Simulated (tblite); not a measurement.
# C6H13FSi: the cost of one run

Computed with tblite 0.8.0 and PySCF 2.14.0, with density-fitted response routines of our own, on a single molecule in the gas phase. Atoms count from 0, in the outputs and in this text.

**1. Starting geometry**

21 atoms, charge 0, multiplicity 1; geometry from: force field or distance geometry start.

Bonds of the start (Å): C0–C1 1.50, C1–F2 1.38, C1–C3 1.52, C3–C4 1.56, C4–C5 1.56, C5–Si6 1.88, Si6–C7 1.82, Si6–C3 1.91, C0–H8 1.09, C0–H9 1.10, C0–H10 1.10, C1–H11 1.10, C3–H12 1.08, C4–H13 1.10, C4–H14 1.10, C5–H15 1.08, C5–H16 1.10, Si6–H17 1.49, C7–H18 1.09, C7–H19 1.09, C7–H20 1.09.

**2. Optimising the geometry with GFN2-xTB**

The job: settings as JSON, then the geometry in Å.

```
{"job": {"kind": "relax", "xc": "GFN2-xTB", "basis": "xTB"}, "charge": 0, "multiplicity": 1}
C     -2.671600    -0.832800    -0.312500
C     -1.403100    -0.804200     0.491200
F     -0.997900    -2.103200     0.699300
C     -0.294300    -0.092500    -0.261100
C     -0.388100     1.465000    -0.356200
C      1.149300     1.715600    -0.324800
Si     1.315700     0.166600     0.728700
C      2.667900    -0.929400     0.199500
H     -2.516400    -1.325300    -1.275900
H     -3.057600     0.180300    -0.494100
H     -3.455600    -1.399600     0.214900
H     -1.594200    -0.368400     1.486100
H     -0.077300    -0.575100    -1.206400
H     -0.862200     1.817900    -1.288600
H     -0.934700     1.956400     0.466100
H      1.642100     1.630200    -1.284400
H      1.457500     2.656600     0.154400
H      1.124700     0.384900     2.188300
H      2.707500    -1.018800    -0.889100
H      3.642700    -0.567700     0.537400
H      2.536600    -1.939400     0.599400
```

The run is started by

```
> OMP_NUM_THREADS=1 python probes_run.py task.json out
```

The driver reads the jobs from task.json and runs them one after another.

**Question.** How long does this first job take on 1 thread of Arm Neoverse N1, shared host, and how much memory does it need?

About 1.2 s, with a peak of 0.18 GiB.
